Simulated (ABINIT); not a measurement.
# Si2Te (P6/mmm) in ABINIT: equation of state

How stiff is Si2Te in PBE, and what volume does it want? The cell is scaled to several volumes.

Program: ABINIT 10.8.3 (patched build). These are calculated values, not measurements. Logs are shortened: lines on timing, memory, paths and dates and some standing lists are left out, and cuts for length are marked. The log counts tension as positive stress, the text compression.

## 1. The structure

The structure is hexagonal, space group P6/mmm (No. 191). The conventional cell has a = 4.170 Å, b = 4.170 Å, c = 4.263 Å, α = 90.00°, β = 90.00°, γ = 120.00°. Si (site symmetry -6m2) has 3 Si at 2.41 Å as nearest neighbours. Te (site symmetry 6/mmm) has 12 Si at 3.22 Å as nearest neighbours.

The cell was built by a generator and needn't be a form met in nature.

## 2. Equation of state, PBE

Input file run.abi:

```
# Datasets: one volume each
ndtset 7
getwfk -1
scalecart1 3*0.9795861087
scalecart2 3*0.9864848297
scalecart3 3*0.9932883884
scalecart4 3*1.0000000000
scalecart5 3*1.0066227096
scalecart6 3*1.0131594038
scalecart7 3*1.0196128224

# Pseudopotentials
pp_dirpath "./"
pseudos "Si.GGA_PBE-JTH.xml, Te.GGA_PBE-JTH.xml"

# Structure
acell 4.17046 4.1704649316 4.26325 Angstrom
rprim
     1.0000000000     0.0000000000     0.0000000000
    -0.4999994087     0.8660257451     0.0000000000
     0.0000000000     0.0000000000     1.0000000000
ntypat 2
znucl 14 52
natom 3
typat 1 1 2
xred
     0.3333300000     0.6666700000     0.5000000000
     0.6666700000     0.3333300000     0.5000000000
     0.0000000000     0.0000000000     0.0000000000

# Plane-wave basis
ecut 15.0
pawecutdg 30.0
pawxcdev 0

# k points
kptopt 1
ngkpt 7 7 6
nshiftk 1
shiftk 0.0 0.0 0.0

# Exchange and correlation
ixc 11

# Bands and occupations
nband 11
occopt 3
tsmear 0.00183747

# SCF cycle
nstep 100
tolvrs 1.0e-9

# Output
iomode 3
prtwf 1
prtden 0
prteig 0
prtebands 0
```

Potentials or basis: JTH PAW PBE v2.0.

On the command line:

```bash
$ abinit run.abi > log 2>&1
```

run.abo:

```text
.Version 10.8.3 of ABINIT
 DATASET    1 : space group Cm m m (# 65); Bravais oC (1-face-center ortho.)
================================================================================
 Values of the parameters that define the memory need for DATASET  1.
     intxc =       0    ionmov =       0      iscf =      17    lmnmax =       8
     lnmax =       4     mgfft =      30  mpssoang =       2    mqgrid =    3001
     natom =       3  nloc_mem =       2    nspden =       1   nspinor =       1
    nsppol =       1      nsym =       8    n1xccc =       1    ntypat =       2
    occopt =       3   xclevel =       2
       mpw =        1140          nfft =       27000          nkpt =          64
 PAW method is used; the additional fine FFT grid is defined by:
   mgfftf=        40    nfftf =     64000
================================================================================
================================================================================
[... 43 lines left out ...]
 DATASET    5 : space group P6/m m m (#191); Bravais hP (primitive hexag.)
================================================================================
 Values of the parameters that define the memory need for DATASET  5.
     intxc =       0    ionmov =       0      iscf =      17    lmnmax =       8
     lnmax =       4     mgfft =      30  mpssoang =       2    mqgrid =    3001
     natom =       3  nloc_mem =       2    nspden =       1   nspinor =       1
    nsppol =       1      nsym =      24    n1xccc =       1    ntypat =       2
    occopt =       3   xclevel =       2
       mpw =        1244          nfft =       27000          nkpt =          32
 PAW method is used; the additional fine FFT grid is defined by:
   mgfftf=        40    nfftf =     64000
================================================================================
================================================================================

 DATASET    6 : space group Cm m m (# 65); Bravais oC (1-face-center ortho.)
================================================================================
 Values of the parameters that define the memory need for DATASET  6.
     intxc =       0    ionmov =       0      iscf =      17    lmnmax =       8
     lnmax =       4     mgfft =      30  mpssoang =       2    mqgrid =    3001
     natom =       3  nloc_mem =       2    nspden =       1   nspinor =       1
    nsppol =       1      nsym =       8    n1xccc =       1    ntypat =       2
    occopt =       3   xclevel =       2
       mpw =        1264          nfft =       27000          nkpt =          64
 PAW method is used; the additional fine FFT grid is defined by:
   mgfftf=        45    nfftf =     72000
================================================================================
================================================================================

 DATASET    7 : space group P6/m m m (#191); Bravais hP (primitive hexag.)
================================================================================
 Values of the parameters that define the memory need for DATASET  7.
     intxc =       0    ionmov =       0      iscf =      17    lmnmax =       8
     lnmax =       4     mgfft =      30  mpssoang =       2    mqgrid =    3001
     natom =       3  nloc_mem =       2    nspden =       1   nspinor =       1
    nsppol =       1      nsym =      24    n1xccc =       1    ntypat =       2
    occopt =       3   xclevel =       2
       mpw =        1290          nfft =       27000          nkpt =          32
 PAW method is used; the additional fine FFT grid is defined by:
   mgfftf=        45    nfftf =     72000
================================================================================
================================================================================

--------------------------------------------------------------------------------
------------- Echo of variables that govern the present computation ------------
--------------------------------------------------------------------------------
 -outvars: echo values of preprocessed input variables --------
            acell1     7.7201493504E+00  7.7201493504E+00  7.8919129447E+00 Bohr
            acell2     7.7745183905E+00  7.7745183905E+00  7.9474916274E+00 Bohr
            acell3     7.8281374535E+00  7.8281374535E+00  8.0023036470E+00 Bohr
            acell4     7.8810318785E+00  7.8810318785E+00  8.0563749063E+00 Bohr
            acell5     7.9332256640E+00  7.9332256640E+00  8.1097299377E+00 Bohr
            acell6     7.9847415593E+00  7.9847415593E+00  8.1623919968E+00 Bohr
            acell7     8.0356011571E+00  8.0356011571E+00  8.2143831565E+00 Bohr
              amu      2.80855000E+01  1.27600000E+02
             ecut      1.50000000E+01 Hartree
[... 87 lines left out ...]
           xangst1    -2.1231623480E-05  2.3586774229E+00  2.0881102390E+00
                       2.0426835733E+00  1.1793231132E+00  2.0881102390E+00
                       0.0000000000E+00  0.0000000000E+00  0.0000000000E+00
           xangst2     8.0541821610E-17  2.3752755619E+00  2.1028157251E+00
                       2.0570489776E+00  1.1876377810E+00  2.1028157251E+00
                       0.0000000000E+00  0.0000000000E+00  0.0000000000E+00
           xangst3    -2.3331905500E-16  2.3916572905E+00  2.1173183609E+00
                       2.0712359707E+00  1.1958286452E+00  2.1173183609E+00
                       0.0000000000E+00  0.0000000000E+00  0.0000000000E+00
           xangst4    -7.7169057545E-17  2.4078176272E+00  2.1316250000E+00
                       2.0852312328E+00  1.2039088136E+00  2.1316250000E+00
                       0.0000000000E+00  0.0000000000E+00  0.0000000000E+00
           xangst5    -2.3434805200E-16  2.4237639041E+00  2.1457421334E+00
                       2.0990411137E+00  1.2118819521E+00  2.1457421334E+00
                       0.0000000000E+00  0.0000000000E+00  0.0000000000E+00
           xangst6    -2.1959293619E-05  2.4395162307E+00  2.1596759141E+00
                       2.1126923431E+00  1.2197419826E+00  2.1596759141E+00
[... 31 lines left out ...]
             xred3     3.3333333333E-01  6.6666666667E-01  5.0000000000E-01
                       6.6666666667E-01  3.3333333333E-01  5.0000000000E-01
                       0.0000000000E+00  0.0000000000E+00  0.0000000000E+00
             xred4     3.3333333333E-01  6.6666666667E-01  5.0000000000E-01
                       6.6666666667E-01  3.3333333333E-01  5.0000000000E-01
                       0.0000000000E+00  0.0000000000E+00  0.0000000000E+00
             xred5     3.3333333333E-01  6.6666666667E-01  5.0000000000E-01
                       6.6666666667E-01  3.3333333333E-01  5.0000000000E-01
                       0.0000000000E+00  0.0000000000E+00  0.0000000000E+00
             xred6     3.3333000000E-01  6.6667000000E-01  5.0000000000E-01
                       6.6667000000E-01  3.3333000000E-01  5.0000000000E-01
                       0.0000000000E+00  0.0000000000E+00  0.0000000000E+00
             xred7     3.3333333333E-01  6.6666666667E-01  5.0000000000E-01
                       6.6666666667E-01  3.3333333333E-01  5.0000000000E-01
                       0.0000000000E+00  0.0000000000E+00  0.0000000000E+00
            znucl       14.00000   52.00000

================================================================================

 chkinp: Checking input parameters for consistency, jdtset=   1.

 chkinp: Checking input parameters for consistency, jdtset=   2.
[... 40 lines left out ...]
 getcut: wavevector=  0.0000  0.0000  0.0000  ngfft=  40  40  40
         ecut(hartree)=     30.000   => boxcut(ratio)=   2.05566

--- Pseudopotential description ------------------------------------------------
- pspini: atom type   1  psp file is ./Si.GGA_PBE-JTH.xml
 Pseudopotential format is: paw10
 basis_size (lnmax)=  4 (lmn_size=  8), orbitals=   0   0   1   1
 Spheres core radius: rc_sph= 1.90944987
 Shapefunction is BESSEL type: shapef(r,l)=aa(1,l)*jl(q(1,l)*r)+aa(2,l)*jl(q(2,l)*r)
 Radius for shape functions =  1.60149249
 Compensation charge density is not taken into account in XC energy/potential

- pspini: atom type   2  psp file is ./Te.GGA_PBE-JTH.xml
 Pseudopotential format is: paw10
 basis_size (lnmax)=  4 (lmn_size=  8), orbitals=   0   0   1   1
 Spheres core radius: rc_sph= 2.31107438
 Shapefunction is SIN type: shapef(r)=[sin(pi*r/rshp)/(pi*r/rshp)]**2
 Radius for shape functions =  2.10488624
 Compensation charge density is not taken into account in XC energy/potential

   1.67480640E+03                                ecore*ucvol(ha*bohr**3)
--------------------------------------------------------------------------------

[... 1298 lines left out ...]
-Cartesian components of stress tensor (GPa)         [Pressure= -3.4385E+00 GPa]
- sigma(1 1)=  3.98383655E+00  sigma(3 2)=  0.00000000E+00
- sigma(2 2)=  3.98383655E+00  sigma(3 1)=  0.00000000E+00
- sigma(3 3)=  2.34797403E+00  sigma(2 1)=  0.00000000E+00

== END DATASET(S) ==============================================================
================================================================================

 -outvars: echo values of variables after computation  --------
            acell1     7.7201493504E+00  7.7201493504E+00  7.8919129447E+00 Bohr
            acell2     7.7745183905E+00  7.7745183905E+00  7.9474916274E+00 Bohr
            acell3     7.8281374535E+00  7.8281374535E+00  8.0023036470E+00 Bohr
            acell4     7.8810318785E+00  7.8810318785E+00  8.0563749063E+00 Bohr
            acell5     7.9332256640E+00  7.9332256640E+00  8.1097299377E+00 Bohr
            acell6     7.9847415593E+00  7.9847415593E+00  8.1623919968E+00 Bohr
            acell7     8.0356011571E+00  8.0356011571E+00  8.2143831565E+00 Bohr
           etotal1    -1.6246076300E+01
           etotal2    -1.6247125714E+01
           etotal3    -1.6247696925E+01
           etotal4    -1.6247841875E+01
           etotal5    -1.6247606368E+01
           etotal6    -1.6247033554E+01
           etotal7    -1.6246160913E+01
            fcart1     7.5790043007E-06 -4.3757332747E-06 -6.3973206861E-30
                      -7.5790043007E-06  4.3757332747E-06  6.3973206861E-30
                      -0.0000000000E+00 -0.0000000000E+00 -0.0000000000E+00
[... 80 lines left out ...]
             xred3     3.3333333333E-01  6.6666666667E-01  5.0000000000E-01
                       6.6666666667E-01  3.3333333333E-01  5.0000000000E-01
                       0.0000000000E+00  0.0000000000E+00  0.0000000000E+00
             xred4     3.3333333333E-01  6.6666666667E-01  5.0000000000E-01
                       6.6666666667E-01  3.3333333333E-01  5.0000000000E-01
                       0.0000000000E+00  0.0000000000E+00  0.0000000000E+00
             xred5     3.3333333333E-01  6.6666666667E-01  5.0000000000E-01
                       6.6666666667E-01  3.3333333333E-01  5.0000000000E-01
                       0.0000000000E+00  0.0000000000E+00  0.0000000000E+00
             xred6     3.3333000000E-01  6.6667000000E-01  5.0000000000E-01
                       6.6667000000E-01  3.3333000000E-01  5.0000000000E-01
                       0.0000000000E+00  0.0000000000E+00  0.0000000000E+00
             xred7     3.3333333333E-01  6.6666666667E-01  5.0000000000E-01
                       6.6666666667E-01  3.3333333333E-01  5.0000000000E-01
                       0.0000000000E+00  0.0000000000E+00  0.0000000000E+00
 Calculation completed.
```

Wall time 2 min (1 thread of Arm Neoverse V1, shared host); peak memory 0.14 GiB.

What came out:

| Property | Result |
| --- | --- |
| Equilibrium volume | 21.35 Å³/atom |
| Bulk modulus at fixed shape and positions | 65 GPa |
| Pressure derivative of the bulk modulus | 4.8 |

Energy against volume, from the lowest point:
| volume (Å³/atom) | energy (meV/atom) |
| --- | --- |
| 20.121 | 16.01 |
| 20.549 | 6.50 |
| 20.977 | 1.31 |
| 21.405 | 0.00 |
| 21.833 | 2.14 |
| 22.261 | 7.33 |
| 22.689 | 15.25 |

Caveat: pressures at fixed basis lie under the slope of the energies; the cell was scaled at fixed shape and fractional positions, which overstates the stiffness of a crystal with free parameters, most of all of layers and chains. The run has no spin-orbit coupling, so splittings on Te are missing.
